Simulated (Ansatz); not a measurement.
# C₂H₄BN: vertical ionisation energy

An exercise on one series of results from a longer session: the logs are not shown, and one member is left open.

Program: Ansatz 0.2.0, Gaussian basis. Level of theory: unrestricted cation, the program's frozen cores in correlated methods. These are calculated values, not measurements.

The runs, in order: UKS PBE-D4/def2-TZVPP; UKS r2SCAN-D4/def2-TZVPP; UKS PBE0-D4/def2-TZVPP; UKS B3LYP-D4/def2-TZVPP; UKS wB97X-V/def2-TZVPP; UKS wB97M-V/def2-TZVPP; UKS B2PLYP/def2-TZVPP; UHF-CCSD(T)/def2-TZVPP; UHF-MP2/def2-QZVPP; extrapolation to the limit; then −ε(HOMO) from the neutral's earlier runs with LDA (SPW92), PBE-D4, revPBE-D4, BLYP-D4, r2SCAN-D4, B97M-V, PBE0-D4, B3LYP-D4, r2SCANh-D4, r2SCAN0-D4, HSE06-D4, BHLYP-D4, CAM-B3LYP-D4, LC-ωPBE, ωB97X-V, ωB97M-V.

## Structure used throughout

An earlier PBE0-D4 in a triple-zeta def2 set relaxation fixed the geometry.

SMILES `BC#CN`, 8 atoms, charge 0, spin multiplicity 1.

Atoms are counted from 1 here; the program's logs count them from 0.

Bond lengths: B1–C2 1.468 Å, B1–H5 1.197 Å, B1–H6 1.197 Å, C2–C3 1.225 Å, C3–N4 1.307 Å, N4–H7 1.006 Å, N4–H8 1.006 Å. Angles: C2–B1–H5 120.1°, C2–B1–H6 120.1°, H5–B1–H6 119.8°, B1–C2–C3 180.0°, C2–C3–N4 180.0°, C3–N4–H7 121.2°, C3–N4–H8 121.2°, H7–N4–H8 117.6°.

Set-up of the first run:

in.yaml reads:

```yaml
crystal:
  periodic: [false, false, false]
  atoms:
    - {symbol: B, position_ang: [-0.490890, 1.916587, -0.227472]}
    - {symbol: C, position_ang: [-0.122350, 0.504662, -0.065708]}
    - {symbol: C, position_ang: [0.185251, -0.673725, 0.069504]}
    - {symbol: N, position_ang: [0.513633, -1.930105, 0.213317]}
    - {symbol: H, position_ang: [0.038353, 2.582155, -1.069515]}
    - {symbol: H, position_ang: [-1.321509, 2.405058, 0.482159]}
    - {symbol: H, position_ang: [1.209806, -2.357022, -0.373732]}
    - {symbol: H, position_ang: [0.079905, -2.504810, 0.915547]}
basis:
  gaussian: {orbitals: def2-TZVPP}
total_charge: 1
magnetization: {spin_polarized: true, initial_magnetization: 1}
hamiltonian: {xc: pbe, dispersion: d4}
```

Launch:

```bash
ansatz run in.yaml --threads 2 --pin off --events-out ev --progress --plain --max-ram 4352MiB
```

Steps of the session up to this table: Cation, UKS PBE-D4/def2-TZVPP; Cation, UKS r2SCAN-D4/def2-TZVPP; Cation, UKS PBE0-D4/def2-TZVPP; Cation, UKS B3LYP-D4/def2-TZVPP; Cation, UKS wB97X-V/def2-TZVPP; Cation, UKS wB97M-V/def2-TZVPP; Cation, UKS B2PLYP (frozen core)/def2-TZVPP; Cation, UHF-CCSD(T)/def2-TZVPP; Cation, UHF-MP2/def2-QZVPP.

One table of the session follows, with a row left open; its other results are not shown here.

For comparison, −ε(HOMO) of the neutral from earlier runs:

| functional | −ε(HOMO) (eV) |
| --- | --- |
| LDA (SPW92) | 6.19 |
| PBE-D4 | 5.99 |
| revPBE-D4 | 5.92 |
| BLYP-D4 | 5.82 |
| r2SCAN-D4 | 6.16 |
| B97M-V | 6.19 |
| PBE0-D4 | 7.06 |
| B3LYP-D4 | 6.85 |
| r2SCANh-D4 | 6.57 |
| r2SCAN0-D4 | 7.20 |
| HSE06-D4 | 6.67 |
| BHLYP-D4 | 8.02 |
| CAM-B3LYP-D4 | 8.32 |
| LC-ωPBE | 9.62 |
| ωB97X-V | 9.27 |
| ωB97M-V | ? |

**Question.** Estimate the row for ωB97M-V.

The run gave: −ε(HOMO) (eV): 9.19. In the column «−ε(HOMO) (eV)» it lies between CAM-B3LYP-D4 (8.32) and ωB97X-V (9.27).

To keep in mind: The cation may have settled in a state other than its lowest; no search over hole states beyond the program's own was made.
